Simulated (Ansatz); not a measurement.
**Manganese, hcp under PBEsol: structure, energy and stiffness**

Aim: take manganese in the hcp structure, relax it, solve it on a dense k-mesh, then scale the cell to 7 volumes from 88 to 112 % of the relaxed one and try a fit of the equation of state. Spin polarisation is left out, though the real metal is magnetic, so this state lies above the ground state. The k-meshes are 14×14×8 for the relaxation; 24×24×13 for the dense run; 17×17×9 for the volumes.

Computed with Ansatz 0.2.0 (DFT PBEsol, plane waves (420 eV) with PAW, scalar-relativistic; the PAW data stem from PBE, with regenerated cores, unless a step says otherwise).

## Step 1: The system as given

The structure is hexagonal, space group P6_3/mmc (No. 194). The conventional cell has a = 2.552 Å, b = 2.552 Å, c = 4.167 Å, α = 90.00°, β = 90.00°, γ = 120.00°. Around Mn (site symmetry -6m2) lie 12 Mn at 2.55 Å.

As a file:

```cif
data_structure
_symmetry_space_group_name_H-M 'P 1'
_symmetry_Int_Tables_number 1
_cell_length_a 2.5518
_cell_length_b 2.5518
_cell_length_c 4.1671
_cell_angle_alpha 90.000
_cell_angle_beta 90.000
_cell_angle_gamma 120.000
_cell_volume 23.50
loop_
_atom_site_label
_atom_site_type_symbol
_atom_site_fract_x
_atom_site_fract_y
_atom_site_fract_z
_atom_site_occupancy
Mn1 Mn 0.33333 0.66667 0.25000 1
Mn2 Mn 0.66667 0.33333 0.75000 1
```

## Step 2: Geometry optimisation

Input file input.yaml:

```yaml
crystal:
  lattice:
    - [2.5517868831, 0.0, 0.0]
    - [-1.2758934415, 2.2099122658, 0.0]
    - [0.0, 0.0, 4.1670679801]
  atoms:
    - { symbol: Mn, position: [0.3333333333, 0.6666666667, 0.25] }
    - { symbol: Mn, position: [0.6666666667, 0.3333333333, 0.75] }
hamiltonian:
  xc: pbesol
  pseudopotentials:
    kind: paw
    azcp:
      Mn: "pseudopotentials/Mn.paw.azcp"
basis:
  ecutwfc: 420
  fft_grid_basis: typed
kpoints:
  mp_grid: { grid: [14, 14, 8], shift: [0, 0, 0] }
magnetization:
  spin_polarized: false
scf:
  occupations: { method: fermi_dirac, width: 0.1 }
relax:
  max_steps: 60
  f_tol: 0.01
  cell: {}
```

Further steps of the session: The energy on a finer k-mesh; The cell scaled to 88 % of its volume; The cell scaled to 92 % of its volume; The cell scaled to 96 % of its volume; The cell scaled to 100 % of its volume; The cell scaled to 104 % of its volume; The cell scaled to 108 % of its volume; The cell scaled to 112 % of its volume.

Q: Predict the outcome of this session. Wanted: space group; conventional cell; volume; shortest distance; gap on the mesh; relative to alpha-Mn; V₀, B₀, B₀′.

As calculated:

| quantity | value |
| --- | --- |
| space group (spins left aside) | P6_3/mmc (No. 194) |
| conventional cell | a = 2.454 Å, c = 3.963 Å (c/a = 1.615) |
| volume | 10.331 Å³/atom |
| shortest distance | 2.436 Å |
| gap on the mesh | none (levels filled in part) |
| relative to alpha-Mn (A12), ferrimagnetic | +55 meV/atom |
| V₀, B₀, B₀′ | 10.315 Å³/atom, 310 GPa, 4.4 |

From the guessed start the volume shrank by 12.1 % in 6 steps. It lies 55 meV/atom above the element's reference form at the same level (alpha-Mn (A12), ferrimagnetic, from a run of its own); part of this is magnetic energy, as this run has no moments. Levels at the Fermi energy are filled in part, as in a metal. B₀ comes out at 310 GPa, among the stiffest elements; letting shape and positions relax at each volume could only lower it. The symmetry was held, so the structure may be unstable against distortions that break it.
